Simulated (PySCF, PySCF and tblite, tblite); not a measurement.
# C₆H₆B₂S: a path driven as rotation about a bond, and NMR exchange

How fast is rotation about a bond in C₆H₆B₂S (`Bc1ccc(BC#C)s1`), and when do the exchanging lines merge?

Computed with tblite 0.8.0 (tight binding) and PySCF 2.14.0 (DFT, with response routines of our own); each step states its level. Atoms count from 0 throughout.

### 1 The starting structure

15 atoms, charge 0, multiplicity 1; geometry from: force field or distance geometry start.

Bonds of the start (Å): B0–C1 1.57, B0–H10 1.18, B0–H9 1.18, B5–C6 1.53, B5–H13 1.18, C1–C2 1.37, C1–S8 1.68, C2–C3 1.41, C2–H11 1.08, C3–C4 1.41, C3–H12 1.07, C4–B5 1.56, C4–S8 1.68, C6–C7 1.20, C7–H14 1.07.

### 2 GFN2-xTB relaxation, start minimum

The job: settings as JSON, then the geometry in Å.

```
{"job": {"xc": "GFN2-xTB", "basis": "xTB", "kind": "relax"}, "charge": 0, "multiplicity": 1}
B      3.542000    -0.345000     0.399700
C      1.977500    -0.202700     0.294000
C      1.297900     0.672200    -0.510300
C     -0.102500     0.577200    -0.395500
C     -0.499500    -0.399400     0.538300
B     -1.972100    -0.775000     0.911000
C     -3.160700    -0.056700     0.260700
C     -4.091500     0.506600    -0.241600
S      0.879900    -1.120400     1.182400
H      4.010600    -1.133500     1.139300
H      4.228700     0.343400    -0.261200
H      1.765600     1.374400    -1.181500
H     -0.797700     1.184500    -0.940700
H     -2.159800    -1.621400     1.711000
H     -4.922800     1.003900    -0.692100
```

The run is started by

```console
$ OMP_NUM_THREADS=1 python ens_run.py task.json out
```

One launch serves the whole session.

Output:

```text
step      E/eV     max force
  0    -585.36133    2.342
  1    -585.45385    3.656
  2    -585.48093    2.324
  3    -585.52035    0.259
  4    -585.52410    0.224
  5    -585.52894    0.183
  6    -585.53324    0.192
  7    -585.53536    0.136
  8    -585.53696    0.098
  9    -585.53794    0.079
 10    -585.53877    0.079
 11    -585.53935    0.066
 12    -585.53968    0.036
 13    -585.53983    0.033
 14    -585.53993    0.031
 15    -585.54003    0.026
 16    -585.54013    0.031
 17    -585.54024    0.040
 18    -585.54035    0.042
 19    -585.54046    0.030
 20    -585.54056    0.027
 21    -585.54067    0.028
 22    -585.54078    0.029
 23    -585.54091    0.027
 24    -585.54100    0.025
 25    -585.54104    0.016
 26    -585.54106    0.011
 27    -585.54107    0.010
 28    -585.54108    0.008
 29    -585.54109    0.008
 30    -585.54109    0.006
 31    -585.54110    0.008
 32    -585.54111    0.009
 33    -585.54112    0.008
 34    -585.54112    0.006
 35    -585.54113    0.006
 36    -585.54114    0.009
 37    -585.54114    0.010
 38    -585.54115    0.009
 39    -585.54116    0.006
 40    -585.54116    0.005
 41    -585.54117    0.006
 42    -585.54117    0.006
 43    -585.54117    0.006
 44    -585.54118    0.007
 45    -585.54119    0.012
 46    -585.54120    0.014
 47    -585.54121    0.011
 48    -585.54122    0.009
 49    -585.54123    0.010
 50    -585.54124    0.011
 51    -585.54125    0.011
 52    -585.54126    0.009
 53    -585.54127    0.007
 54    -585.54127    0.005
 55    -585.54127    0.003
```

It took 0.87 s on 1 thread of AMD EPYC, shared host.

The energy fell by 0.180 eV, and the atoms moved 0.04 Å (root mean square).

### 3 Relaxed scan, rotation

The job: settings as JSON, then the geometry in Å.

```
{"job": {"xc": "GFN2-xTB", "basis": "xTB", "coordinate": [["t", [6, 5, 4, 3], 0.25], ["t", [6, 5, 4, 8], 0.25], ["t", [13, 5, 4, 3], 0.25], ["t", [13, 5, 4, 8], 0.25]], "kind": "drive"}, "charge": 0, "multiplicity": 1}
B      3.495348    -0.342364     0.399511
C      1.985708    -0.184825     0.281173
C      1.265604     0.686821    -0.522688
C     -0.115400     0.576962    -0.392025
C     -0.519877    -0.385281     0.519815
B     -1.945780    -0.778841     0.918167
C     -3.100149    -0.063809     0.271194
C     -4.028905     0.506714    -0.245127
S      0.876153    -1.149849     1.209828
H      3.946257    -1.133496     1.132120
H      4.190679     0.336748    -0.250428
H      1.751338     1.382093    -1.185687
H     -0.824232     1.174686    -0.939113
H     -2.139253    -1.619578     1.710337
H     -4.841904     1.002008    -0.693419
```

Output:

```text
point  coordinate     E/eV
  0    104.600     -585.52555
  1    119.500     -585.48932
  2    134.400     -585.43758
  3    149.500     -585.37890
  4    164.600     -585.33144
  5    179.900     -585.31200
  6    195.200     -585.32777
  7    210.400     -585.36974
  8    225.400     -585.42670
  9    240.300     -585.47640
 10    255.200     -585.51091
 11    269.900     -585.52320
```

Wall time 12 s (1 thread of AMD EPYC, shared host).

The highest point is number 5, 4.9 kcal/mol above the first.

### 4 Nudged elastic band, leg 1

The job, as its differences from that of step 3:

```diff
@@ -1,2 +1,2 @@
-{"job": {"xc": "GFN2-xTB", "basis": "xTB", "coordinate": [["t", [6, 5, 4, 3], 0.25], ["t", [6, 5, 4, 8], 0.25], ["t", [13, 5, 4, 3], 0.25], ["t", [13, 5, 4, 8], 0.25]], "kind": "drive"}, "charge": 0, "multiplicity": 1}
+{"job": {"xc": "GFN2-xTB", "basis": "xTB", "kind": "neb"}, "charge": 0, "multiplicity": 1}
 B      3.495348    -0.342364     0.399511
```

Output:

```text
image   E - E0 / eV
  0       0.0000
  1       0.0438
  2       0.1502
  3       0.2318
  4       0.1706
  5       0.0618
  6       0.0163
```

Wall time 3.6 s (1 thread of AMD EPYC, shared host).

The highest point is number 3, 5.3 kcal/mol above the first.

### 5 Saddle search, leg 1

The job: settings as JSON, then the geometry in Å.

```
{"job": {"xc": "GFN2-xTB", "basis": "xTB", "kind": "saddle"}, "charge": 0, "multiplicity": 1}
B      3.295873    -0.816815    -0.250305
C      1.895225    -0.271268    -0.052252
C      1.444001     1.022043    -0.214710
C      0.091073     1.209213     0.091260
C     -0.546656     0.063956     0.503325
B     -2.021578    -0.099702     0.964437
C     -3.092013    -0.393632    -0.044424
C     -3.955487    -0.619087    -0.856849
S      0.559439    -1.265047     0.499331
H      3.533302    -1.943159    -0.043292
H      4.136897    -0.082504    -0.601668
H      2.092055     1.815024    -0.546698
H     -0.416139     2.156510     0.019146
H     -2.303168     0.036076     2.094860
H     -4.712821    -0.811607    -1.562161
```

Output:

```text
step      E/eV     max force
  0    -585.30943   0.0283
  1    -585.31215   0.0638
  2    -585.31104   0.0231
  3    -585.31234   0.0300
  4    -585.31291   0.0467
  5    -585.31312   0.0293
  6    -585.31314   0.0014
lowest wavenumbers (cm-1): -84.2 60.0 132.0 142.9 220.1 236.7
```

It took 9.7 s on 1 thread of AMD EPYC, shared host.

Point group C1; 1 imaginary mode, 84i cm⁻¹, carried by C7, H13, S8, B5. Steps downhill from it reached both ends.

### 6 Shieldings, start: B3LYP/pcSseg-1

The job: settings as JSON, then the geometry in Å.

```
{"job": {"kind": "nmr", "xc": "B3LYP", "basis": "pcSseg-1", "pop": false}, "charge": 0, "multiplicity": 1}
B      3.495348    -0.342364     0.399511
C      1.985708    -0.184825     0.281173
C      1.265604     0.686821    -0.522688
C     -0.115400     0.576962    -0.392025
C     -0.519877    -0.385281     0.519815
B     -1.945780    -0.778841     0.918167
C     -3.100149    -0.063809     0.271194
C     -4.028905     0.506714    -0.245127
S      0.876153    -1.149849     1.209828
H      3.946257    -1.133496     1.132120
H      4.190679     0.336748    -0.250428
H      1.751338     1.382093    -1.185687
H     -0.824232     1.174686    -0.939113
H     -2.139253    -1.619578     1.710337
H     -4.841904     1.002008    -0.693419
```

Output:

```text
coarse grid: 14032 points
cycle   1  E = -679.9242149810  dE =  1.282e+00  |g| = 4.419e-01  |ddm| = 3.884e+00
cycle   2  E = -679.8832532773  dE =  4.096e-02  |g| = 5.860e-01  |ddm| = 1.094e+00
cycle   3  E = -679.9707041264  dE = -8.745e-02  |g| = 1.834e-01  |ddm| = 7.089e-01
cycle   4  E = -679.9793637084  dE = -8.660e-03  |g| = 5.079e-02  |ddm| = 1.937e-01
cycle   5  E = -679.9798039258  dE = -4.402e-04  |g| = 3.107e-02  |ddm| = 7.123e-02
cycle   6  E = -679.9800730507  dE = -2.691e-04  |g| = 7.679e-03  |ddm| = 3.582e-02
cycle   7  E = -679.9800887823  dE = -1.573e-05  |g| = 1.610e-03  |ddm| = 7.781e-03
cycle   8  E = -679.9800892813  dE = -4.990e-07  |g| = 7.486e-04  |ddm| = 1.821e-03
final grid: 133648 points
cycle   9  E = -680.0482911153  dE = -3.583e-05  |g| = 5.054e-03  |ddm| = 3.215e-02
cycle  10  E = -680.0482813715  dE =  9.744e-06  |g| = 7.770e-03  |ddm| = 1.254e-02
cycle  11  E = -680.0482976143  dE = -1.624e-05  |g| = 1.537e-03  |ddm| = 8.921e-03
cycle  12  E = -680.0482982848  dE = -6.705e-07  |g| = 3.777e-04  |ddm| = 2.128e-03
cycle  13  E = -680.0482983173  dE = -3.253e-08  |g| = 1.522e-04  |ddm| = 4.552e-04
cycle  14  E = -680.0482983219  dE = -4.589e-09  |g| = 7.747e-05  |ddm| = 1.886e-04
cycle  15  E = -680.0482983235  dE = -1.567e-09  |g| = 2.308e-05  |ddm| = 7.454e-05
cycle  16  E = -680.0482983236  dE = -1.251e-10  |g| = 5.832e-06  |ddm| = 1.829e-05
converged SCF energy = -680.0482983236

GIAO shielding tensors (ppm)
atom      isotropic    diamagn.    paramagn.     s11        s22        s33       span
  0 B       34.054     189.549    -155.494    -19.225     -4.584    125.972    145.196
  1 C        5.982     259.614    -253.631    -67.374    -48.182    133.503    200.877
  2 C       28.782     253.660    -224.878    -50.227      5.040    131.534    181.761
  3 C       32.838     253.510    -220.673    -47.074      8.122    137.465    184.539
  4 C        4.145     260.344    -256.199    -67.025    -54.367    133.827    200.852
  5 B       49.850     193.055    -143.206      3.143     23.305    123.101    119.958
  6 C       82.638     254.044    -171.406    -21.509    -18.433    287.855    309.364
  7 C       55.479     260.651    -205.172     -0.291     16.311    150.416    150.707
  8 S      122.991    1058.083    -935.093    -14.178     61.003    322.148    336.326
  9 H       25.069      29.105      -4.036     20.149     26.022     29.035      8.887
 10 H       24.836      29.111      -4.274     20.549     26.196     27.765      7.216
 11 H       23.744      33.031      -9.287     21.061     24.036     26.136      5.075
 12 H       23.428      34.098     -10.671     19.867     23.376     27.041      7.173
 13 H       25.711      27.992      -2.281     24.072     24.177     28.884      4.812
 14 H       27.581      33.407      -5.826     24.505     25.660     32.577      8.072
```

It took 56 s on 1 thread of AMD EPYC, shared host; peak memory 0.91 GiB.

In short: HOMO -7.43 eV, LUMO -3.21 eV; dipole 1.95 D.

[end of part 1 of 2]
